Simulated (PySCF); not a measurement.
# C2HBrO (Bromoketene): the cost of one run

Programs: PySCF 2.14.0, with density-fitted response routines of our own. Each step states its level of theory. These are calculated values for one molecule in the gas phase, unless marked as measured. Atoms are numbered from 0 throughout.

## 1. The molecule as given

5 atoms, charge 0, multiplicity 1; geometry from: GFN2-xTB. The atoms were then displaced at random by about 0.01 Å, so the start is not that level's minimum.

Bonds of the start (Å): O0–C1 1.19, C1–C2 1.31, C2–Br3 1.87, C2–H4 1.06.

## 2. Geometry optimisation at PBE0-D3(BJ)/def2-SVP

The job: settings as JSON, then the geometry in Å.

```
{"job": {"xc": "PBE0", "basis": "def2-SVP", "d3": "d3bj", "grid": 1, "shake": 0.01, "kind": "geom"}, "charge": 0, "multiplicity": 1}
O      1.989360    -0.471670     0.001600
C      0.860740    -0.095910    -0.004460
C     -0.393020     0.283060    -0.012800
Br    -1.706730    -1.044360    -0.014310
H     -0.716780     1.294900    -0.007930
```

On the command line:

```bash
OMP_NUM_THREADS=1 python probes_run.py task.json out
```

The driver reads the jobs from task.json and runs them one after another.

Q: Estimate the wall time and peak memory of this first job on 1 thread of Intel Xeon Platinum 8488C, shared host.

About 10 s, with a peak of 0.34 GiB.
